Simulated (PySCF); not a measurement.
# C3H9Al, 13 atoms: how the time falls with more hardware

Aim: measure how long a single point at wB97X-V takes on C3H9Al, and how the time changes with the share of the machine.

Program: PySCF 2.14.0 (single point, wB97X-V, Gaussian basis). Host: Intel Xeon 6975P-C (Granite Rapids), 96 cores, 190 hardware threads, 362 GiB; it was booked for these runs alone, one at a time. Each run is timed once from launch to exit, start-up included.

### Step 1. What is computed

A molecule of 13 atoms and 40 electrons, SMILES C[Al](C)C, in the basis sto-3g.

### Step 2. First run

Contents of input.py:

```python
from pyscf import gto, scf, dft, mp, cc
mol = gto.M(basis='sto-3g', verbose=4, max_memory=208000, atom='''
C -0.5600 1.9000 0.2900
Al 0.0000 0.0000 0.0900
C 1.9300 -0.4600 0.0400
C -1.3700 -1.4300 -0.0700
H -0.1600 2.4900 -0.5500
H -0.1700 2.3000 1.2500
H -1.6700 1.9500 0.2900
H 2.4200 0.0500 -0.8100
H 2.0500 -1.5600 -0.0800
H 2.4100 -0.1400 0.9900
H -0.8700 -2.4200 -0.1800
H -2.0000 -1.2400 -0.9600
H -2.0100 -1.4400 0.8400
''')
mf = dft.RKS(mol, xc='wb97xv').density_fit()
mf.kernel()
```

Run with:

```console
$ OMP_NUM_THREADS=96 OPENBLAS_NUM_THREADS=96 OPENBLAS_CORETYPE=Haswell python input.py
```

The program printed:

```text
#INFO: **** input file is <dir> ****
from pyscf import gto, scf, dft, mp, cc
mol = gto.M(basis='sto-3g', verbose=4, max_memory=208000, atom='''
C -0.5600 1.9000 0.2900
Al 0.0000 0.0000 0.0900
C 1.9300 -0.4600 0.0400
C -1.3700 -1.4300 -0.0700
H -0.1600 2.4900 -0.5500
H -0.1700 2.3000 1.2500
H -1.6700 1.9500 0.2900
H 2.4200 0.0500 -0.8100
H 2.0500 -1.5600 -0.0800
H 2.4100 -0.1400 0.9900
H -0.8700 -2.4200 -0.1800
H -2.0000 -1.2400 -0.9600
H -2.0100 -1.4400 0.8400
''')
mf = dft.RKS(mol, xc='wb97xv').density_fit()
mf.kernel()
#INFO: ******************** input file end ********************

PySCF version 2.14.0
PySCF path  <dir>

[ENV] PYSCF_TMPDIR <dir>
[CONFIG] conf_file None
[INPUT] verbose = 4
[INPUT] num. atoms = 13
[INPUT] num. electrons = 40
[INPUT] charge = 0
[INPUT] spin (= nelec alpha-beta = 2S) = 0
[INPUT] symmetry False subgroup None
[INPUT] Mole.unit = angstrom
[INPUT] Symbol           X                Y                Z      unit          X                Y                Z       unit  Magmom
[INPUT]  1 C     -0.560000000000   1.900000000000   0.290000000000 AA   -1.058246629756   3.590479636674   0.548020576124 Bohr   0.0
[INPUT]  2 Al     0.000000000000   0.000000000000   0.090000000000 AA    0.000000000000   0.000000000000   0.170075351211 Bohr   0.0
[INPUT]  3 C      1.930000000000  -0.460000000000   0.040000000000 AA    3.647171420411  -0.869274017300   0.075589044983 Bohr   0.0
[INPUT]  4 C     -1.370000000000  -1.430000000000  -0.070000000000 AA   -2.588924790654  -2.702308358128  -0.132280828720 Bohr   0.0
[INPUT]  5 H     -0.160000000000   2.490000000000  -0.550000000000 AA   -0.302356179930   4.705418050167  -1.039349368511 Bohr   0.0
[INPUT]  6 H     -0.170000000000   2.300000000000   1.250000000000 AA   -0.321253441176   4.346370086500   2.362157655706 Bohr   0.0
[INPUT]  7 H     -1.670000000000   1.950000000000   0.290000000000 AA   -3.155842628024   3.684965942902   0.548020576124 Bohr   0.0
[INPUT]  8 H      2.420000000000   0.050000000000  -0.810000000000 AA    4.573137221447   0.094486306228  -1.530678160898 Bohr   0.0
[INPUT]  9 H      2.050000000000  -1.560000000000  -0.080000000000 AA    3.873938555358  -2.947972754321  -0.151178089965 Bohr   0.0
[INPUT] 10 H      2.410000000000  -0.140000000000   0.990000000000 AA    4.554239960202  -0.264561657439   1.870828863319 Bohr   0.0
[INPUT] 11 H     -0.870000000000  -2.420000000000  -0.180000000000 AA   -1.644061728372  -4.573137221447  -0.340150702422 Bohr   0.0
[INPUT] 12 H     -2.000000000000  -1.240000000000  -0.960000000000 AA   -3.779452249130  -2.343260394461  -1.814137079582 Bohr   0.0
[INPUT] 13 H     -2.010000000000  -1.440000000000   0.840000000000 AA   -3.798349510376  -2.721205619374   1.587369944635 Bohr   0.0

nuclear repulsion = 149.425461575889
number of shells = 23
number of NR pGTOs = 99
number of NR cGTOs = 33
basis = sto-3g
ecp = {}

******** <class 'pyscf.df.df_jk.DFRKS'> ********
method = DFRKS
initial guess = minao
damping factor = 0
level_shift factor = 0
DIIS = <class 'pyscf.scf.diis.CDIIS'>
diis_start_cycle = 1
diis_space = 8
diis_damp = 0
SCF conv_tol = 1e-09
SCF conv_tol_grad = None
SCF max_cycles = 50
direct_scf = False
chkfile to save SCF result = <dir>
max_memory 208000 MB (current use 108 MB)
XC library pyscf.dft.libxc version 7.0.0
    S. Lehtola, C. Steigemann, M. J.T. Oliveira, and M. A.L. Marques.,  SoftwareX 7, 1–5 (2018)
XC functionals = wb97xv
    N. Mardirossian and M. Head-Gordon.,  Phys. Chem. Chem. Phys. 16, 9904-9924 (2014)
radial grids:
    Treutler-Ahlrichs [JCP 102, 346 (1995); DOI:10.1063/1.469408] (M4) radial grids

becke partition: Becke, JCP 88, 2547 (1988); DOI:10.1063/1.454033
pruning grids: <function nwchem_prune at 0x74b45c791760>
grids dens level: 3
symmetrized grids: False
atomic radii adjust function: <function treutler_atomic_radii_adjust at 0x74b45c792480>
** Following is NLC and NLC Grids **
NLC functional = wb97xv
radial grids:
    Treutler-Ahlrichs [JCP 102, 346 (1995); DOI:10.1063/1.469408] (M4) radial grids

becke partition: Becke, JCP 88, 2547 (1988); DOI:10.1063/1.454033
pruning grids: <function nwchem_prune at 0x74b45c791760>
grids dens level: 3
symmetrized grids: False
atomic radii adjust function: <function treutler_atomic_radii_adjust at 0x74b45c792480>
small_rho_cutoff = 0
Set gradient conv threshold to 3.16228e-05
Initial guess from minao.
tot grids = 149808
tot grids = 149808
******** <class 'pyscf.df.df.DF'> ********
auxbasis = def2-svp-jkfit
max_memory = 208000
Create RSH-DF object <pyscf.df.df.DF object at 0x74b4617b2cc0> for omega=0.3
******** <class 'pyscf.df.df.DF'> ********
auxbasis = auxmol.basis = def2-svp-jkfit
max_memory = 208000
init E= -357.425062804964
  HOMO = -0.277538266366772  LUMO = 0.143890579896567  gap/eV = 11.46766
cycle= 1 E= -357.783820645654  delta_E= -0.359  |g|= 0.299  |ddm|= 3.95
  HOMO = -0.246220890856043  LUMO = 0.254948366399716  gap/eV = 13.63751
cycle= 2 E= -357.808907325628  delta_E= -0.0251  |g|= 0.141  |ddm|= 0.605
  HOMO = -0.27891601187141  LUMO = 0.258180732231203  gap/eV = 14.61515
cycle= 3 E= -357.815222730156  delta_E= -0.00632  |g|= 0.0154  |ddm|= 0.192
  HOMO = -0.279769606874073  LUMO = 0.256886179187882  gap/eV = 14.60315
cycle= 4 E= -357.815386554952  delta_E= -0.000164  |g|= 0.000751  |ddm|= 0.049
  HOMO = -0.279300112154969  LUMO = 0.257553220439764  gap/eV = 14.60852
cycle= 5 E= -357.815386755504  delta_E= -2.01e-07  |g|= 0.000123  |ddm|= 0.00126
  HOMO = -0.279324463735949  LUMO = 0.257513711324563  gap/eV = 14.60811
cycle= 6 E= -357.815386762578  delta_E= -7.07e-09  |g|= 1.62e-05  |ddm|= 0.000235
  HOMO = -0.279329484292018  LUMO = 0.257507833613547  gap/eV = 14.60809
cycle= 7 E= -357.815386762739  delta_E= -1.6e-10  |g|= 2.99e-06  |ddm|= 4.32e-05
  HOMO = -0.279328908996725  LUMO = 0.257508185538234  gap/eV = 14.60808
Extra cycle  E= -357.815386762741  delta_E= -2.5e-12  |g|= 1.63e-06  |ddm|= 6.2e-06
converged SCF energy = -357.815386762741
```

Wall time 13 s, CPU time 18 min, peak memory 0.35 GiB, 7 SCF iterations in all (96 threads).

Size of the job: 40 electrons, 33 basis functions.

### Step 3. On 64 threads

input.py is that of step 2.

Run with:

```console
$ OMP_NUM_THREADS=64 OPENBLAS_NUM_THREADS=64 OPENBLAS_CORETYPE=Haswell python input.py
```

The program printed:

```text
#INFO: **** input file is <dir> ****
from pyscf import gto, scf, dft, mp, cc
mol = gto.M(basis='sto-3g', verbose=4, max_memory=208000, atom='''
C -0.5600 1.9000 0.2900
Al 0.0000 0.0000 0.0900
C 1.9300 -0.4600 0.0400
C -1.3700 -1.4300 -0.0700
H -0.1600 2.4900 -0.5500
H -0.1700 2.3000 1.2500
H -1.6700 1.9500 0.2900
H 2.4200 0.0500 -0.8100
H 2.0500 -1.5600 -0.0800
H 2.4100 -0.1400 0.9900
H -0.8700 -2.4200 -0.1800
H -2.0000 -1.2400 -0.9600
H -2.0100 -1.4400 0.8400
''')
mf = dft.RKS(mol, xc='wb97xv').density_fit()
mf.kernel()
#INFO: ******************** input file end ********************

PySCF version 2.14.0
PySCF path  <dir>

[ENV] PYSCF_TMPDIR <dir>
[CONFIG] conf_file None
[INPUT] verbose = 4
[INPUT] num. atoms = 13
[INPUT] num. electrons = 40
[INPUT] charge = 0
[INPUT] spin (= nelec alpha-beta = 2S) = 0
[INPUT] symmetry False subgroup None
[INPUT] Mole.unit = angstrom
[INPUT] Symbol           X                Y                Z      unit          X                Y                Z       unit  Magmom
[INPUT]  1 C     -0.560000000000   1.900000000000   0.290000000000 AA   -1.058246629756   3.590479636674   0.548020576124 Bohr   0.0
[INPUT]  2 Al     0.000000000000   0.000000000000   0.090000000000 AA    0.000000000000   0.000000000000   0.170075351211 Bohr   0.0
[INPUT]  3 C      1.930000000000  -0.460000000000   0.040000000000 AA    3.647171420411  -0.869274017300   0.075589044983 Bohr   0.0
[INPUT]  4 C     -1.370000000000  -1.430000000000  -0.070000000000 AA   -2.588924790654  -2.702308358128  -0.132280828720 Bohr   0.0
[INPUT]  5 H     -0.160000000000   2.490000000000  -0.550000000000 AA   -0.302356179930   4.705418050167  -1.039349368511 Bohr   0.0
[INPUT]  6 H     -0.170000000000   2.300000000000   1.250000000000 AA   -0.321253441176   4.346370086500   2.362157655706 Bohr   0.0
[INPUT]  7 H     -1.670000000000   1.950000000000   0.290000000000 AA   -3.155842628024   3.684965942902   0.548020576124 Bohr   0.0
[INPUT]  8 H      2.420000000000   0.050000000000  -0.810000000000 AA    4.573137221447   0.094486306228  -1.530678160898 Bohr   0.0
[INPUT]  9 H      2.050000000000  -1.560000000000  -0.080000000000 AA    3.873938555358  -2.947972754321  -0.151178089965 Bohr   0.0
[INPUT] 10 H      2.410000000000  -0.140000000000   0.990000000000 AA    4.554239960202  -0.264561657439   1.870828863319 Bohr   0.0
[INPUT] 11 H     -0.870000000000  -2.420000000000  -0.180000000000 AA   -1.644061728372  -4.573137221447  -0.340150702422 Bohr   0.0
[INPUT] 12 H     -2.000000000000  -1.240000000000  -0.960000000000 AA   -3.779452249130  -2.343260394461  -1.814137079582 Bohr   0.0
[INPUT] 13 H     -2.010000000000  -1.440000000000   0.840000000000 AA   -3.798349510376  -2.721205619374   1.587369944635 Bohr   0.0

nuclear repulsion = 149.425461575889
number of shells = 23
number of NR pGTOs = 99
number of NR cGTOs = 33
basis = sto-3g
ecp = {}

******** <class 'pyscf.df.df_jk.DFRKS'> ********
method = DFRKS
initial guess = minao
damping factor = 0
level_shift factor = 0
DIIS = <class 'pyscf.scf.diis.CDIIS'>
diis_start_cycle = 1
diis_space = 8
diis_damp = 0
SCF conv_tol = 1e-09
SCF conv_tol_grad = None
SCF max_cycles = 50
direct_scf = False
chkfile to save SCF result = <dir>
max_memory 208000 MB (current use 108 MB)
XC library pyscf.dft.libxc version 7.0.0
    S. Lehtola, C. Steigemann, M. J.T. Oliveira, and M. A.L. Marques.,  SoftwareX 7, 1–5 (2018)
XC functionals = wb97xv
    N. Mardirossian and M. Head-Gordon.,  Phys. Chem. Chem. Phys. 16, 9904-9924 (2014)
radial grids:
    Treutler-Ahlrichs [JCP 102, 346 (1995); DOI:10.1063/1.469408] (M4) radial grids

becke partition: Becke, JCP 88, 2547 (1988); DOI:10.1063/1.454033
pruning grids: <function nwchem_prune at 0x73564ed8d760>
grids dens level: 3
symmetrized grids: False
atomic radii adjust function: <function treutler_atomic_radii_adjust at 0x73564ed8e480>
** Following is NLC and NLC Grids **
NLC functional = wb97xv
radial grids:
    Treutler-Ahlrichs [JCP 102, 346 (1995); DOI:10.1063/1.469408] (M4) radial grids

becke partition: Becke, JCP 88, 2547 (1988); DOI:10.1063/1.454033
pruning grids: <function nwchem_prune at 0x73564ed8d760>
grids dens level: 3
symmetrized grids: False
atomic radii adjust function: <function treutler_atomic_radii_adjust at 0x73564ed8e480>
small_rho_cutoff = 0
Set gradient conv threshold to 3.16228e-05
[... 1 set-up line as earlier in the session ...]
tot grids = 149808
tot grids = 149808
******** <class 'pyscf.df.df.DF'> ********
auxbasis = def2-svp-jkfit
max_memory = 208000
Create RSH-DF object <pyscf.df.df.DF object at 0x73564ab17410> for omega=0.3
******** <class 'pyscf.df.df.DF'> ********
auxbasis = auxmol.basis = def2-svp-jkfit
max_memory = 208000
init E= -357.425062804964
  HOMO = -0.277538266366773  LUMO = 0.143890579896564  gap/eV = 11.46766
cycle= 1 E= -357.783820645655  delta_E= -0.359  |g|= 0.299  |ddm|= 3.95
  HOMO = -0.246220890856049  LUMO = 0.254948366399745  gap/eV = 13.63751
cycle= 2 E= -357.808907325628  delta_E= -0.0251  |g|= 0.141  |ddm|= 0.605
  HOMO = -0.278916011871397  LUMO = 0.258180732231201  gap/eV = 14.61515
cycle= 3 E= -357.815222730156  delta_E= -0.00632  |g|= 0.0154  |ddm|= 0.192
  HOMO = -0.279769606874085  LUMO = 0.25688617918787  gap/eV = 14.60315
cycle= 4 E= -357.815386554952  delta_E= -0.000164  |g|= 0.000751  |ddm|= 0.049
  HOMO = -0.279300112154974  LUMO = 0.25755322043977  gap/eV = 14.60852
cycle= 5 E= -357.815386755503  delta_E= -2.01e-07  |g|= 0.000123  |ddm|= 0.00126
  HOMO = -0.279324463735952  LUMO = 0.257513711324565  gap/eV = 14.60811
cycle= 6 E= -357.815386762578  delta_E= -7.08e-09  |g|= 1.62e-05  |ddm|= 0.000235
  HOMO = -0.279329484292021  LUMO = 0.25750783361353  gap/eV = 14.60809
cycle= 7 E= -357.815386762739  delta_E= -1.6e-10  |g|= 2.99e-06  |ddm|= 4.32e-05
  HOMO = -0.279328908996723  LUMO = 0.257508185538233  gap/eV = 14.60808
Extra cycle  E= -357.815386762741  delta_E= -2.39e-12  |g|= 1.63e-06  |ddm|= 6.2e-06
converged SCF energy = -357.815386762741
```

Wall time 16 s, CPU time 15 min, peak memory 0.34 GiB, 7 SCF iterations in all (64 threads).

### Step 4. On 32 threads

input.py is that of step 3.

Run with:

```console
$ OMP_NUM_THREADS=32 OPENBLAS_NUM_THREADS=32 OPENBLAS_CORETYPE=Haswell python input.py
```

The program printed:

```text
#INFO: **** input file is <dir> ****
from pyscf import gto, scf, dft, mp, cc
mol = gto.M(basis='sto-3g', verbose=4, max_memory=208000, atom='''
C -0.5600 1.9000 0.2900
Al 0.0000 0.0000 0.0900
C 1.9300 -0.4600 0.0400
C -1.3700 -1.4300 -0.0700
H -0.1600 2.4900 -0.5500
H -0.1700 2.3000 1.2500
H -1.6700 1.9500 0.2900
H 2.4200 0.0500 -0.8100
H 2.0500 -1.5600 -0.0800
H 2.4100 -0.1400 0.9900
H -0.8700 -2.4200 -0.1800
H -2.0000 -1.2400 -0.9600
H -2.0100 -1.4400 0.8400
''')
mf = dft.RKS(mol, xc='wb97xv').density_fit()
mf.kernel()
#INFO: ******************** input file end ********************

PySCF version 2.14.0
PySCF path  <dir>

[ENV] PYSCF_TMPDIR <dir>
[CONFIG] conf_file None
[INPUT] verbose = 4
[INPUT] num. atoms = 13
[INPUT] num. electrons = 40
[INPUT] charge = 0
[INPUT] spin (= nelec alpha-beta = 2S) = 0
[INPUT] symmetry False subgroup None
[INPUT] Mole.unit = angstrom
[INPUT] Symbol           X                Y                Z      unit          X                Y                Z       unit  Magmom
[INPUT]  1 C     -0.560000000000   1.900000000000   0.290000000000 AA   -1.058246629756   3.590479636674   0.548020576124 Bohr   0.0
[... 66 lines left out ...]
******** <class 'pyscf.df.df.DF'> ********
auxbasis = auxmol.basis = def2-svp-jkfit
max_memory = 208000
init E= -357.425062804964
  HOMO = -0.277538266366773  LUMO = 0.143890579896568  gap/eV = 11.46766
cycle= 1 E= -357.783820645655  delta_E= -0.359  |g|= 0.299  |ddm|= 3.95
  HOMO = -0.24622089085604  LUMO = 0.254948366399737  gap/eV = 13.63751
cycle= 2 E= -357.808907325628  delta_E= -0.0251  |g|= 0.141  |ddm|= 0.605
  HOMO = -0.278916011871404  LUMO = 0.258180732231203  gap/eV = 14.61515
cycle= 3 E= -357.815222730156  delta_E= -0.00632  |g|= 0.0154  |ddm|= 0.192
  HOMO = -0.279769606874071  LUMO = 0.256886179187872  gap/eV = 14.60315
cycle= 4 E= -357.815386554952  delta_E= -0.000164  |g|= 0.000751  |ddm|= 0.049
  HOMO = -0.279300112154968  LUMO = 0.257553220439766  gap/eV = 14.60852
cycle= 5 E= -357.815386755503  delta_E= -2.01e-07  |g|= 0.000123  |ddm|= 0.00126
  HOMO = -0.279324463735957  LUMO = 0.257513711324564  gap/eV = 14.60811
cycle= 6 E= -357.815386762579  delta_E= -7.08e-09  |g|= 1.62e-05  |ddm|= 0.000235
  HOMO = -0.279329484291998  LUMO = 0.257507833613548  gap/eV = 14.60809
cycle= 7 E= -357.815386762739  delta_E= -1.6e-10  |g|= 2.99e-06  |ddm|= 4.32e-05
  HOMO = -0.279328908996725  LUMO = 0.257508185538239  gap/eV = 14.60808
Extra cycle  E= -357.815386762741  delta_E= -2.22e-12  |g|= 1.63e-06  |ddm|= 6.2e-06
converged SCF energy = -357.815386762741
```

Wall time 30 s, CPU time 14 min, peak memory 0.32 GiB, 7 SCF iterations in all (32 threads).

### Step 5. On 16 threads

input.py is that of step 4.

Run with:

```console
$ OMP_NUM_THREADS=16 OPENBLAS_NUM_THREADS=16 OPENBLAS_CORETYPE=Haswell python input.py
```

The program printed:

```text
#INFO: **** input file is <dir> ****
from pyscf import gto, scf, dft, mp, cc
mol = gto.M(basis='sto-3g', verbose=4, max_memory=208000, atom='''
C -0.5600 1.9000 0.2900
Al 0.0000 0.0000 0.0900
C 1.9300 -0.4600 0.0400
C -1.3700 -1.4300 -0.0700
H -0.1600 2.4900 -0.5500
H -0.1700 2.3000 1.2500
H -1.6700 1.9500 0.2900
H 2.4200 0.0500 -0.8100
H 2.0500 -1.5600 -0.0800
H 2.4100 -0.1400 0.9900
H -0.8700 -2.4200 -0.1800
H -2.0000 -1.2400 -0.9600
H -2.0100 -1.4400 0.8400
''')
mf = dft.RKS(mol, xc='wb97xv').density_fit()
mf.kernel()
#INFO: ******************** input file end ********************

PySCF version 2.14.0
PySCF path  <dir>

[ENV] PYSCF_TMPDIR <dir>
[CONFIG] conf_file None
[INPUT] verbose = 4
[INPUT] num. atoms = 13
[INPUT] num. electrons = 40
[INPUT] charge = 0
[INPUT] spin (= nelec alpha-beta = 2S) = 0
[INPUT] symmetry False subgroup None
[INPUT] Mole.unit = angstrom
[INPUT] Symbol           X                Y                Z      unit          X                Y                Z       unit  Magmom
[INPUT]  1 C     -0.560000000000   1.900000000000   0.290000000000 AA   -1.058246629756   3.590479636674   0.548020576124 Bohr   0.0
[... 66 lines left out ...]
******** <class 'pyscf.df.df.DF'> ********
auxbasis = auxmol.basis = def2-svp-jkfit
max_memory = 208000
init E= -357.425062804964
  HOMO = -0.277538266366772  LUMO = 0.143890579896563  gap/eV = 11.46766
cycle= 1 E= -357.783820645654  delta_E= -0.359  |g|= 0.299  |ddm|= 3.95
  HOMO = -0.246220890856051  LUMO = 0.254948366399733  gap/eV = 13.63751
cycle= 2 E= -357.808907325628  delta_E= -0.0251  |g|= 0.141  |ddm|= 0.605
  HOMO = -0.278916011871379  LUMO = 0.25818073223119  gap/eV = 14.61515
cycle= 3 E= -357.815222730157  delta_E= -0.00632  |g|= 0.0154  |ddm|= 0.192
  HOMO = -0.27976960687411  LUMO = 0.256886179187869  gap/eV = 14.60315
cycle= 4 E= -357.815386554953  delta_E= -0.000164  |g|= 0.000751  |ddm|= 0.049
  HOMO = -0.279300112154966  LUMO = 0.257553220439753  gap/eV = 14.60852
cycle= 5 E= -357.815386755503  delta_E= -2.01e-07  |g|= 0.000123  |ddm|= 0.00126
  HOMO = -0.279324463735958  LUMO = 0.257513711324559  gap/eV = 14.60811
cycle= 6 E= -357.815386762578  delta_E= -7.08e-09  |g|= 1.62e-05  |ddm|= 0.000235
  HOMO = -0.279329484292012  LUMO = 0.257507833613531  gap/eV = 14.60809
cycle= 7 E= -357.815386762739  delta_E= -1.61e-10  |g|= 2.99e-06  |ddm|= 4.32e-05
  HOMO = -0.279328908996725  LUMO = 0.25750818553824  gap/eV = 14.60808
Extra cycle  E= -357.815386762741  delta_E= -2.27e-12  |g|= 1.63e-06  |ddm|= 6.2e-06
converged SCF energy = -357.815386762741
```

Wall time 53 s, CPU time 12 min, peak memory 0.31 GiB, 7 SCF iterations in all (16 threads).

### Step 6. On 8 threads

input.py is that of step 5.

Run with:

```console
$ OMP_NUM_THREADS=8 OPENBLAS_NUM_THREADS=8 OPENBLAS_CORETYPE=Haswell python input.py
```

The program printed:

```text
#INFO: **** input file is <dir> ****
from pyscf import gto, scf, dft, mp, cc
mol = gto.M(basis='sto-3g', verbose=4, max_memory=208000, atom='''
C -0.5600 1.9000 0.2900
Al 0.0000 0.0000 0.0900
C 1.9300 -0.4600 0.0400
C -1.3700 -1.4300 -0.0700
H -0.1600 2.4900 -0.5500
H -0.1700 2.3000 1.2500
H -1.6700 1.9500 0.2900
H 2.4200 0.0500 -0.8100
H 2.0500 -1.5600 -0.0800
H 2.4100 -0.1400 0.9900
H -0.8700 -2.4200 -0.1800
H -2.0000 -1.2400 -0.9600
H -2.0100 -1.4400 0.8400
''')
mf = dft.RKS(mol, xc='wb97xv').density_fit()
mf.kernel()
#INFO: ******************** input file end ********************

PySCF version 2.14.0
PySCF path  <dir>

[ENV] PYSCF_TMPDIR <dir>
[CONFIG] conf_file None
[INPUT] verbose = 4
[INPUT] num. atoms = 13
[INPUT] num. electrons = 40
[INPUT] charge = 0
[INPUT] spin (= nelec alpha-beta = 2S) = 0
[INPUT] symmetry False subgroup None
[INPUT] Mole.unit = angstrom
[INPUT] Symbol           X                Y                Z      unit          X                Y                Z       unit  Magmom
[INPUT]  1 C     -0.560000000000   1.900000000000   0.290000000000 AA   -1.058246629756   3.590479636674   0.548020576124 Bohr   0.0
[... 66 lines left out ...]
******** <class 'pyscf.df.df.DF'> ********
auxbasis = auxmol.basis = def2-svp-jkfit
max_memory = 208000
init E= -357.425062804964
  HOMO = -0.277538266366773  LUMO = 0.143890579896568  gap/eV = 11.46766
cycle= 1 E= -357.783820645655  delta_E= -0.359  |g|= 0.299  |ddm|= 3.95
  HOMO = -0.246220890856046  LUMO = 0.254948366399726  gap/eV = 13.63751
cycle= 2 E= -357.808907325628  delta_E= -0.0251  |g|= 0.141  |ddm|= 0.605
  HOMO = -0.2789160118714  LUMO = 0.2581807322312  gap/eV = 14.61515
cycle= 3 E= -357.815222730157  delta_E= -0.00632  |g|= 0.0154  |ddm|= 0.192
  HOMO = -0.279769606874081  LUMO = 0.256886179187885  gap/eV = 14.60315
cycle= 4 E= -357.815386554952  delta_E= -0.000164  |g|= 0.000751  |ddm|= 0.049
  HOMO = -0.279300112154972  LUMO = 0.257553220439763  gap/eV = 14.60852
cycle= 5 E= -357.815386755503  delta_E= -2.01e-07  |g|= 0.000123  |ddm|= 0.00126
  HOMO = -0.279324463735955  LUMO = 0.257513711324557  gap/eV = 14.60811
cycle= 6 E= -357.815386762579  delta_E= -7.08e-09  |g|= 1.62e-05  |ddm|= 0.000235
  HOMO = -0.279329484292012  LUMO = 0.257507833613546  gap/eV = 14.60809
cycle= 7 E= -357.815386762739  delta_E= -1.6e-10  |g|= 2.99e-06  |ddm|= 4.32e-05
  HOMO = -0.279328908996732  LUMO = 0.257508185538242  gap/eV = 14.60808
Extra cycle  E= -357.815386762741  delta_E= -2.27e-12  |g|= 1.63e-06  |ddm|= 6.2e-06
converged SCF energy = -357.815386762741
```

Wall time 1.8 min, CPU time 12 min, peak memory 0.3 GiB, 7 SCF iterations in all (8 threads).

### Step 7. Scaling over threads

| threads | wall time | speed-up | efficiency | CPU time |
| --- | --- | --- | --- | --- |
| 8 | 1.8 min | 1 | 100 % | 12 min |
| 16 | 53 s | 2.1 | 103 % | 12 min |
| 32 | 30 s | 3.7 | 92 % | 14 min |
| 64 | 16 s | 6.7 | 83 % | 15 min |
| 96 | 13 s | 8.3 | 69 % | 18 min |

### Step 8. Summary of results

| quantity | value |
| --- | --- |
| reference | 13 s on 96 threads |
| fastest over threads | 13 s on 96 |
| speed-up from 8 to 96 threads | 8.3 (69 % efficient) |

Going from 8 to 96 threads cuts the time by a factor of 8.3, 69 % of the ideal. The figures hold for this build, input and host.
